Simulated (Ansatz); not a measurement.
# MoCl+ (septet): wave-function methods side by side, def2-QZVPP

The task here is to estimate one member of a computed series from the others.

Computed with Ansatz 0.2.0, Gaussian basis. Level: def2-QZVPP, core rule «outside noble gas», up to 9 orbitals frozen.

The runs, in order: UHF; ROHF; CCSD(T) on UHF.

## What is computed

The geometry is a PBE0/def2-TZVP stationary point (not a proven minimum) of the parent state, kept for this charge and spin. No spin-orbit coupling is included. Elements past krypton take def2 core potentials.

2 atoms, charge 1, spin multiplicity 7.

Atoms are counted from 1 here; the program's logs count them from 0.

Bond lengths: Mo1–Cl2 2.281 Å.

The first run:

in.yaml

```yaml
crystal:
  periodic: [false, false, false]
  atoms:
    - {symbol: Mo, position_ang: [0.000000, 0.000000, 0.000000]}
    - {symbol: Cl, position_ang: [0.000000, 0.000000, 2.280600]}
basis:
  gaussian: {orbitals: "def2-QZVPP.json"}
total_charge: 1
magnetization: {spin_polarized: true, initial_magnetization: 6}
hamiltonian: {xc: hf}
output: {orbitals: {seedname: orbitals}}
```

Started as:

```
ansatz run in.yaml --threads 1 --pin off --events-out ev --progress --plain --max-ram 4096MiB --backend cpu
```

Among the steps run: UHF; ROHF; CCSD(T) on UHF.

One of the session's tables, all rows but one given; the rest of the session is left out.

| method | from UCCSD(T) (meV) |
| --- | --- |
| ROHF | +8305.5 |
| UHF | +8047.5 |
| UMP2 | +1041.6 |
| UCCSD | ? |
| UCCSD(T) | 0 |

Estimate the missing values for UCCSD.

**Answer.** from UCCSD(T) (meV): +292.9. In the column «from UCCSD(T) (meV)» it lies between UCCSD(T) (0) and UMP2 (+1041.6).
